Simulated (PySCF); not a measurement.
# CH₇B₂F₃Si₂: electronic excitations

Aim: predict the electronic excitations of CH₇B₂F₃Si₂ (`B[SiH](B)C(F)(F)[SiH2]F`).

The runs use PySCF 2.14.0, with density-fitted response routines of our own; the level of theory stands in each step. All values are computed, except where a source is named. Atoms count from 0, in the outputs and in this text.

### 1 The starting structure

15 atoms, charge 0, multiplicity 1; geometry from: GFN2-xTB.

Bonds of the start (Å): B0–Si1 1.96, Si1–B2 1.95, Si1–C3 1.98, C3–F4 1.39, C3–F5 1.39, C3–Si6 1.93, Si6–F7 1.60, B0–H8 1.17, B0–H9 1.17, Si1–H10 1.49, B2–H11 1.17, B2–H12 1.17, Si6–H13 1.45, Si6–H14 1.45.

### 2 TDDFT and polarisability: B3LYP/def2-SVPD

The job: settings as JSON, then the geometry in Å.

```
{"job": {"kind": "uv", "xc": "B3LYP", "basis": "def2-SVPD", "nstates": 8, "ntriplets": 3}, "charge": 0, "multiplicity": 1}
B      2.571557    -0.539236     0.092492
Si     0.905588     0.313923    -0.498717
B      0.641168     2.120180     0.199718
C     -0.522266    -0.849400     0.222759
F     -0.386765    -0.826931     1.601275
F     -0.225912    -2.161203    -0.119400
Si    -2.366225    -0.505466    -0.225321
F     -3.317515    -1.460510     0.643083
H      2.748673    -0.780930     1.222578
H      3.427468    -0.810740    -0.655539
H      0.600978     0.172624    -1.948801
H      1.086552     3.044588    -0.360792
H      0.116301     2.320998     1.224099
H     -2.692512     0.847516     0.188596
H     -2.591503    -0.877426    -1.607942
```

With the program's defaults for keys left out, this is: TDDFT B3LYP/def2-SVPD, vertical, gas phase, core orbitals frozen in the response.

The run is started by

```bash
$ OMP_NUM_THREADS=1 python probes_run.py task.json out
```

The driver reads the jobs from task.json and runs them one after another.

What will the session give for the following? lowest singlet (B3LYP/def2-SVPD); brightest single state of those computed; lowest triplet; surface potential, 1st and 99th percentile. Wanted: lowest singlet; brightest single state of those computed; lowest triplet; surface potential, 1st and 99th percentile.

The runs gave:

```
                                quantity                        value
        lowest singlet (B3LYP/def2-SVPD)  3.36 eV (369 nm), f = 0.036
brightest single state of those computed  state 3, 4.38 eV, f = 0.044
                          lowest triplet                      3.00 eV
   surface potential, 1st and 99th percentile           -1.02 V and 2.23 V
```

In words: The first singlet state (HOMO→LUMO 0.99) lies at 3.36 eV and is weak; of the 8 states computed, the strongest absorption comes from state 3 at 4.38 eV. The lowest triplet lies 0.35 eV below the lowest singlet (triplets in Tamm-Dancoff, singlets in full TDDFT). By nearest atom (B3LYP/def2-SVPD), the HOMO sits on C3 33 %; F4, F5 about 14 % each and the LUMO on B0, B2 about 29 % each; H8, H11, H12 about 7 % each.
